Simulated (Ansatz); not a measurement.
**Cl3H2O2Ta: small, medium and large basis sets**

Aim: see how fast density functionals converge with the basis set for Cl3H2O2Ta.

Program: Ansatz 0.2.0, Gaussian basis. Level of theory: one geometry, several basis sets. These are calculated values, not measurements.

Plan: PBE0-D4/def2-SVP; ωB97M-V/def2-SVP; PBE0-D4/def2-QZVPP; ωB97M-V/def2-QZVPP; the functionals' def2-TZVPP values are taken from earlier runs.

## (1) The relaxed structure

An earlier PBE0-D4 in a triple-zeta def2 set relaxation fixed the geometry. Ta takes the def2 core potential; no spin-orbit term is included.

8 atoms, charge 0, spin multiplicity 1.

Atoms are counted from 1 here; the program's logs count them from 0.

Bond lengths: O1–Ta2 1.876 Å, O1–H7 0.962 Å, Ta2–O3 1.889 Å, Ta2–Cl4 2.294 Å, Ta2–Cl5 2.333 Å, Ta2–Cl6 2.329 Å, O3–H8 0.956 Å. Angles: Ta2–O1–H7 122.5°, O1–Ta2–O3 91.3°, O1–Ta2–Cl4 115.0°, O1–Ta2–Cl5 90.7°, O1–Ta2–Cl6 122.0°, O3–Ta2–Cl4 92.6°, O3–Ta2–Cl5 173.3°, O3–Ta2–Cl6 86.1°, Cl4–Ta2–Cl5 92.3°, Cl4–Ta2–Cl6 123.0°, Cl5–Ta2–Cl6 87.4°, Ta2–O3–H8 143.2°.

Geometry (Å):

```tsv
atom	x (Å)	y (Å)	z (Å)
O1	1.66585	-0.16569	-0.48279
Ta2	-0.16631	0.20676	-0.33417
O3	-0.31989	-0.93205	1.16456
Cl4	-1.53181	-1.11910	-1.61452
Cl5	-0.00493	1.82054	-2.01169
Cl6	-0.97432	1.88732	1.06052
H7	2.12416	-0.75557	0.12274
H8	-0.70054	-0.99931	2.03945
```

## (2) PBE0-D4 in def2-SVP

Contents of in.yaml:

```yaml
crystal:
  periodic: [false, false, false]
  atoms:
    - {symbol: O, position_ang: [1.665854, -0.165689, -0.482790]}
    - {symbol: Ta, position_ang: [-0.166311, 0.206757, -0.334175]}
    - {symbol: O, position_ang: [-0.319889, -0.932045, 1.164562]}
    - {symbol: Cl, position_ang: [-1.531806, -1.119098, -1.614518]}
    - {symbol: Cl, position_ang: [-0.004934, 1.820541, -2.011690]}
    - {symbol: Cl, position_ang: [-0.974324, 1.887315, 1.060517]}
    - {symbol: H, position_ang: [2.124155, -0.755568, 0.122741]}
    - {symbol: H, position_ang: [-0.700545, -0.999313, 2.039452]}
basis:
  gaussian: {orbitals: def2-SVP}
hamiltonian: {xc: pbe0, dispersion: d4}
output: {orbitals: {seedname: orbitals}}
```

The run is started by

```
ansatz run in.yaml --threads 4 --pin off --events-out ev --progress --plain --max-ram 11315MiB
```

The runs that follow: ωB97M-V in def2-SVP; PBE0-D4 in def2-QZVPP; ωB97M-V in def2-QZVPP.

Q: Predict the results of all the runs planned. Wanted: PBE0-D4: double and triple zeta above quadruple; ωB97M-V: double and triple zeta above quadruple.

The runs gave:

| quantity | value |
| --- | --- |
| PBE0-D4: double and triple zeta above quadruple | 19.86, 1.34 eV |
| ωB97M-V: double and triple zeta above quadruple | 19.77, 1.28 eV |

**Reading.** PBE0-D4 gains 18.52 eV from double to triple zeta, then 1.34 eV more. Total energies overstate the basis error of differences, where much of it tends to cancel.
